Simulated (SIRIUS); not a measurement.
A run of SIRIUS 7.10.0 is set up as follows.

File sirius.json:

```json
{
  "control": {
    "processing_unit": "cpu",
    "verbosity": 2,
    "num_bands_to_print": 34,
    "print_forces": true,
    "print_stress": true
  },
  "parameters": {
    "electronic_structure_method": "pseudopotential",
    "xc_functionals": ["XC_GGA_X_PBE", "XC_GGA_C_PBE"],
    "gk_cutoff": 8.2,
    "pw_cutoff": 16.4,
    "ngridk": [6, 6, 6],
    "shiftk": [0, 0, 0],
    "smearing": "fermi_dirac",
    "smearing_width": 0.0018374661,
    "num_bands": 34,
    "num_mag_dims": 0,
    "num_dft_iter": 100,
    "energy_tol": 1e-08,
    "density_tol": 1e-06
  },
  "iterative_solver": {
    "type": "davidson",
    "min_tolerance": 1e-09,
    "tolerance_scale": [0.1, 0.25]
  },
  "mixer": {
    "type": "anderson",
    "beta": 0.7,
    "max_history": 8
  },
  "settings": {
    "tol_ne": 1e-10,
    "pseudo_grid_cutoff": 6.5
  },
  "unit_cell": {
    "lattice_vectors": [
      [5.48500183473, 3.166767285841, 6.590936268492],
      [-5.48500183473, 3.166767285841, 6.590936268492],
      [0.0, -6.333534571492, 6.590936268492]
    ],
    "atom_coordinate_units": "lattice",
    "atom_types": ["Zr", "S"],
    "atom_files": {
      "S": "S.json",
      "Zr": "Zr.json"
    },
    "atoms": {
      "Zr": [
        [0.838727, 0.5, 0.161273],
        [0.5, 0.161273, 0.838727],
        [0.161273, 0.838727, 0.5]
      ],
      "S": [
        [0.665023, 0.665023, 0.665023],
        [0.334977, 0.334977, 0.334977]
      ]
    }
  }
}
```

Potentials or basis: PseudoDojo 0.4.1 PBE standard (scalar relativistic).

The run is started by

```console
$ upf_to_json S.upf
$ upf_to_json Zr.upf
$ OMP_NUM_THREADS=1 sirius.scf --input=sirius.json --output=out.json --task=0
```

(1) Predict the band gap on the k mesh.

(2) Predict the pressure.

Results:

(1) none (metal or under the smearing width).

(2) -0.9 GPa.
